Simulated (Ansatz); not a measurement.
# LaNb2O2: the cost of one run

Program: Ansatz 0.2.0. Level of theory: DFT PBE, scalar-relativistic, plane waves, PAW. These are calculated values, not measurements.

3 further runs of the same task are left out: 1 that didn't finish, 2 set aside as unsound or not needed.

### Step 1. The structure to begin with

It takes space group P4/mmm (No. 123, tetragonal). Conventional cell: a = 4.037 Å, b = 4.037 Å, c = 5.477 Å, α = 90.00°, β = 90.00°, γ = 90.00°. La (site symmetry 4/mmm) is surrounded by 8 O at 3.14 Å and 8 Nb at 3.40 Å. Nb (site symmetry mmm) has 4 O at 2.47 Å as nearest neighbours. O (site symmetry 4mm) is surrounded by 4 Nb at 2.47 Å and 4 La at 3.14 Å.

Coordinates:

```
CELL_PARAMETERS angstrom
4.03739 0.00000 0.00000
0.00000 4.03739 0.00000
0.00000 0.00000 5.47660
ATOMIC_POSITIONS crystal
La 0.00000 0.00000 0.00000
Nb 0.00000 0.50000 0.50000
Nb 0.50000 0.00000 0.50000
O 0.50000 0.50000 0.24000
O 0.50000 0.50000 0.76000
```

A structure generator made this guess: species swapped into a database cell of CeMg2Si2 (P4/mmm, No. 123), with La on the Ce sites, Nb on the Mg sites and O on the Si sites. Its size is a rough estimate.

### Step 2. The guess as it stands, on a coarse mesh

input.yaml reads:

```yaml
crystal:
  lattice:
    - [4.03738812, 0.0, 0.0]
    - [0.0, 4.03738812, 0.0]
    - [0.0, 0.0, 5.47659811]
  atoms:
    - { symbol: La, position: [0.0, 0.0, 0.0] }
    - { symbol: Nb, position: [0.0, 0.5, 0.5] }
    - { symbol: Nb, position: [0.5, 0.0, 0.5] }
    - { symbol: O, position: [0.5, 0.5, 0.23999999] }
    - { symbol: O, position: [0.5, 0.5, 0.76000001] }
basis:
  ecutwfc: 420
kpoints:
  mp_grid: { grid: [4, 4, 4] }
hamiltonian:
  xc: pbe
scf:
  occupations: { method: gaussian, width: 0.1 }
  lower_state_search: "off"
output:
  forces: true
  stress: true
  eigenvalues: true
```

Launch:

```sh
ansatz run input.yaml --threads 1 --pin off --max-ram 2560MiB --backend cpu --events-out ev --progress --plain --runs-dir out
```

Q: Estimate wall time and peak memory on 1 thread of Intel Xeon at 2.50GHz (Skylake/Cascade Lake), shared host.

About 6.4 s, with a peak of 0.4 GiB.
